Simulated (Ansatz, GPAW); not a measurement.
GaN: PBE in single-zeta orbitals, run from Python

These are simulated results from GPAW 26.7.0, not measurements. The cell began as a measured structure and was relaxed with r2SCAN in plane waves (Ansatz 0.2.0). All runs are without spin polarisation.

Space group P6_3mc (No. 186), hexagonal; conventional cell a = 3.183 Å, c = 5.184 Å, 11.37 Å³ an atom. Ga has 4 N at 1.95 Å; N has 4 Ga at 1.95 Å.

The basis is minimal: single zeta, one radial function for each shell that the log's basis lists. It describes the filled bands fairly and the empty ones poorly.

The script, run.py:

```python
import json
from ase import Atoms
from gpaw import GPAW, PW, FermiDirac

atoms = Atoms(['Ga', 'Ga', 'N', 'N'],
              cell=[[3.18314957, 0.0, 0.0], [-1.59157479, 2.75668839, 0.0], [0.0, 0.0, 5.18362555]],
              scaled_positions=[[0.333333333, 0.666666667, -0.00088685], [0.666666667, 0.333333333, 0.49911315], [0.333333333, 0.666666667, 0.37588685], [0.666666667, 0.333333333, 0.87588685]],
              pbc=True)
calc = GPAW(mode='lcao', basis='sz(dzp)', h=0.2, xc='PBE', kpts={'size': (6, 6, 4), 'gamma': True},
            occupations=FermiDirac(0.02), maxiter=100, legacy_gpaw=True, txt='gpaw.txt')
atoms.calc = calc
res = {'energy': atoms.get_potential_energy(force_consistent=True)}
res['electrons'] = calc.get_number_of_electrons()
res['k'] = calc.get_ibz_k_points().tolist()
res['levels'] = [calc.get_eigenvalues(kpt=i).tolist() for i in range(len(res['k']))]
points = [[0.0, 0.0, 0.0], [0.5, 0.0, 0.0], [0.333333, 0.333333, 0.0], [0.0, 0.0, 0.5], [0.5, 0.0, 0.5], [0.333333, 0.333333, 0.5]]
bands = calc.fixed_density(kpts=points, symmetry='off', txt='bands.txt')
res['points'] = [bands.get_eigenvalues(kpt=i).tolist() for i in range(len(points))]
json.dump(res, open('results.json', 'w'))
print('free energy (eV):', round(res['energy'], 5))
```

Command: `python run.py`. It took 19 s on 1 thread of Arm Neoverse V1, with other jobs on the host, peak memory 0.14 GiB.

The log gpaw.txt, trimmed of paths, versions and times, then the last line on the terminal. An iter line gives the energy in eV and the logarithms of the changes of orbitals (plane waves alone) and density (c: converged):

```
___ ___ ___ _ _ _
 |   |   |_  | | | |

 | | | | | . | | | |

 |__ |  _|___|_____|  26.7.0
 |___|_|

Input parameters:
  basis: sz(dzp)
  h: 0.2
  kpts: {gamma: True,
         size: (6, 6, 4)}
  maxiter: 100
  mode: lcao
  occupations: {fixmagmom: False,
                name: fermi-dirac,
                width: 0.02}
  xc: PBE

System changes: positions, numbers, cell, pbc, initial_charges, initial_magmoms

Initialize ...

species:
  Ga:
    name:    Gallium
    Z:       31.0
    valence: 3
    core:    28
    charge:  0.0  # [|e|]
    compensation charges:
      type: gauss
      rc: 0.37  # [Å]
      lmax: 2
    cutoffs:
      filter: 2.06  # [Å]
      core: 4.17  # [Å]
    projectors
    | kind |    occ | energy [eV] | rcut [Å] |

    |------|--------|-------------|----------|

    |   4s |  2.000 |      -8.945 |    1.164 |

    |   4p |  1.000 |      -2.580 |    1.164 |

    |    s |        |      18.266 |    1.164 |

    |    p |        |      24.631 |    1.164 |

    |    d |        |       0.000 |    1.164 |

    LCAO basis set for Ga:
      Name: sz(dzp)
      Number of radial functions: 2
      Number of spherical harmonics: 4
        l=0, rc=7.2656 Bohr: 4s-sz confined orbital
        l=1, rc=10.3438 Bohr: 4p-sz confined orbital
      Number of RI-basis functions 0

  N:
    name:    Nitrogen
    Z:       7.0
    valence: 5
    core:    2
    charge:  0.0  # [|e|]
    compensation charges:
      type: gauss
      rc: 0.18  # [Å]
      lmax: 2
    cutoffs:
      filter: 1.11  # [Å]
      core: 0.96  # [Å]
    projectors
    | kind |    occ | energy [eV] | rcut [Å] |

    |------|--------|-------------|----------|

    |   2s |  2.000 |     -18.583 |    0.603 |

    |   2p |  3.000 |      -7.089 |    0.529 |

    |    s |        |       8.629 |    0.603 |

    |    p |        |      20.123 |    0.529 |

    |    d |        |       0.000 |    0.577 |

    LCAO basis set for N:
      Name: sz(dzp)
      Number of radial functions: 2
      Number of spherical harmonics: 4
        l=0, rc=4.8594 Bohr: 2s-sz confined orbital
        l=1, rc=6.0625 Bohr: 2p-sz confined orbital
      Number of RI-basis functions 0

Reference energy: -108732.786066  # eV

Spin-paired calculation

Convergence criteria:
 Maximum [total energy] change in last 3 cyles: 0.0005 eV / valence electron
 Maximum integral of absolute [dens]ity change: 0.0001 electrons / valence electron
 Maximum integral of absolute [eigenst]ate change: 4e-08 eV^2 / valence electron
 Maximum number of scf [iter]ations: 100
 (Square brackets indicate name in SCF output, whereas a 'c' in
 the SCF output indicates the quantity has converged.)

Symmetries present (total): 2

  ( 1  0  0)  ( 0 -1  0)
  ( 0  1  0)  (-1  0  0)
  ( 0  0  1)  ( 0  0  1)

144 k-points: 6 x 6 x 4 Monkhorst-Pack grid + [1/12,1/12,1/8]
47 k-points in the irreducible part of the Brillouin zone
       k-points in crystal coordinates                weights
   0:     0.00000000    0.00000000    0.00000000          1/144
   1:     0.00000000    0.00000000    0.25000000          2/144
   2:     0.00000000    0.00000000    0.50000000          1/144
   3:     0.16666667   -0.16666667   -0.25000000          2/144
   4:     0.16666667   -0.16666667    0.00000000          2/144
   5:     0.16666667   -0.16666667    0.25000000          2/144
   6:     0.16666667   -0.16666667    0.50000000          2/144
   7:     0.16666667    0.00000000   -0.25000000          4/144
   8:     0.16666667    0.00000000    0.00000000          4/144
   9:     0.16666667    0.00000000    0.25000000          4/144
          ...
  46:     0.50000000    0.50000000    0.50000000          1/144

Wave functions: LCAO
  Diagonalizer: Serial LAPACK
  Atomic Correction: dense with blas
  Data-type: complex

Occupation numbers: Fermi-Dirac:
  width: 0.0200  # eV

Eigensolver
   LCAO using direct dense diagonalizer

Densities:
  Coarse grid: 12*12*24 grid
  Fine grid: 24*24*48 grid
  Total Charge: 0.000000

Density mixing:
  Method: separate
  Backend: msr1
  Linear mixing parameter: 0.05
  old densities: 10
  Width of damping distribution: 1.1
  Damping of long wavelength oscillations: 20

Hamiltonian:
  XC and Coulomb potentials evaluated on a 24*24*48 grid
  Using the PBE Exchange-Correlation functional
  Interpolation: tri-quintic (5. degree polynomial)
  Poisson solver: FastPoissonSolver using
    Stencil: 8*3+1=25 point O(h^6) finite-difference Laplacian
    FFT axes: [np.int64(0), np.int64(1), np.int64(2)]
    FST axes: []

XC parameters: PBE with 2 nearest neighbor stencil

Memory estimate:
  Process memory now: 109.63 MiB
  Calculator: 11.23 MiB
    Density: 6.60 MiB
      Arrays: 0.69 MiB
      Localized functions: 5.38 MiB
      Mixer: 0.53 MiB
    Hamiltonian: 0.84 MiB
      Arrays: 0.45 MiB
      XC: 0.00 MiB
      Poisson: 0.00 MiB
      vbar: 0.39 MiB
    Wavefunctions: 3.79 MiB
      C [qnM]: 0.16 MiB
      S, T [2 x qmm]: 0.37 MiB
      P [aqMi]: 0.04 MiB
      BasisFunctions: 3.23 MiB
      Eigensolver: 0.00 MiB

Total number of cores used: 1

Number of atoms: 4
Number of atomic orbitals: 16
Number of bands in calculation: 14
Number of valence electrons: 16
Bands to converge: occupied
Positions:
   0 Ga    -0.000000    1.837792   -0.004597    ( 0.0000,  0.0000,  0.0000)
   1 Ga     1.591575    0.918896    2.587216    ( 0.0000,  0.0000,  0.0000)
   2 N     -0.000000    1.837792    1.948457    ( 0.0000,  0.0000,  0.0000)
   3 N      1.591575    0.918896    4.540269    ( 0.0000,  0.0000,  0.0000)

Unit cell:
           periodic     x           y           z      points  spacing
  1. axis:    yes    3.183150    0.000000    0.000000    12     0.2297
  2. axis:    yes   -1.591575    2.756688    0.000000    12     0.2297
  3. axis:    yes    0.000000    0.000000    5.183626    24     0.2160

  Lengths:   3.183150   3.183150   5.183626
  Angles:   90.000000  90.000000 120.000000

Effective grid spacing dv^(1/3) = 0.2361

iter:   1   -23.312428        c
iter:   2   -22.707897        c -0.63
iter:   3   -20.832867        c -0.68
iter:   4   -20.826728        c -1.41
iter:   5   -20.825810c       c -1.62
iter:   6   -20.825793c       c -2.87
iter:   7   -20.825792c       c -4.00
iter:   8   -20.825792c       c -4.74c

Converged after 8 iterations.

Energy contributions relative to reference atoms: (reference = -108732.786066)

Kinetic:       +104.179607
Potential:      -91.472801
External:        +0.000000
XC:             -35.342834
Entropy (-ST):   -0.000000
Local:           +1.810236
SIC:             +0.000000
--------------------------
Free energy:    -20.825792
Extrapolated:   -20.825792

Showing only first 2 kpts
 Kpt  Band  Eigenvalues  Occupancy
  0     6      6.74351    2.00000
  0     7      6.74988    2.00000
  0     8      8.97249    0.00000
  0     9     11.59722    0.00000

  1     6      6.56586    2.00000
  1     7      6.57253    2.00000
  1     8     10.17757    0.00000
  1     9     11.64982    0.00000

Fermi level: 7.39301

Gap: 2.223 eV
Transition (v -> c):
  (s=0, k=0, n=7, [0.00, 0.00, 0.00]) -> (s=0, k=0, n=8, [0.00, 0.00, 0.00])
No difference between direct/indirect transitions

free energy (eV): -20.82579
```

The gap in the log is over the mesh alone; results.json adds the listed points. PBE in single-zeta orbitals gives a gap of 2.22 eV. On the same cell, plane-wave PBE (Ansatz, 12×12×6 k points and the special points) gives a gap of 1.93 eV and r2SCAN a gap of 2.35 eV; on shared hosts these took about 9.2 and 23 core-seconds on the 4-atom cell, against 19 for the script. Semilocal gaps usually lie below measured ones.
